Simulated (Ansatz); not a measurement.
The system is VWC2.

```
W V C
1.0
     1.51704    0.87586    4.93389
    -1.51704    0.87586    4.93389
     0.00000   -1.75173    4.93389
W V C
1 1 2
Direct
  0.00000 0.00000 0.00000
  0.50000 0.50000 0.50000
  0.24649 0.24649 0.24649
  0.75351 0.75351 0.75351
```

The cell comes from a database or a generator and needn't be the stable form of this composition.

Base run:

| Property | Result |
| --- | --- |
| Program | Ansatz 0.2.0 |
| Functional | PBE |
| Potentials or basis | Ansatz PAW |
| Cutoff | 420 eV (not typed: the program's choice for these potentials) |
| k mesh | 9 × 9 × 9 |
| Occupations | fermi-dirac, width 0.05 eV |
| Spin | collinear spin, ferromagnetic start |
| Starting moments | [0.0, 3.0, 0.0, 0.0] μB |
| Fixed moment | 3 μB |

Its results: pressure 11.4 GPa; site moments W +0.52; V +1.32; C +0.14 μB; largest force 0.604 eV/Å.

Task: After a change of settings the same cell gave: pressure 7.6 GPa; site moments W +0.43; V +1.19; C +0.08 μB; largest force 0.544 eV/Å. Which change was it?
A. fixed moment from 3 μB to 2.5 μB; moments at the start from [0.0, 3.0, 0.0, 0.0] to [0.0, 2.5, 0.0, 0.0]
B. fixed moment from 3 μB to 1.5 μB; moments at the start from [0.0, 3.0, 0.0, 0.0] to [0.0, 1.5, 0.0, 0.0]
C. fixed moment from 3 μB to 2 μB; moments at the start from [0.0, 3.0, 0.0, 0.0] to [0.0, 2.0, 0.0, 0.0]
D. fixed moment from 3 μB to 1 μB; moments at the start from [0.0, 3.0, 0.0, 0.0] to [0.0, 1.0, 0.0, 0.0]

Result: A.

Caveats: the total moment is fixed, so each spin has its own Fermi level; the thresholds are loose for stress.
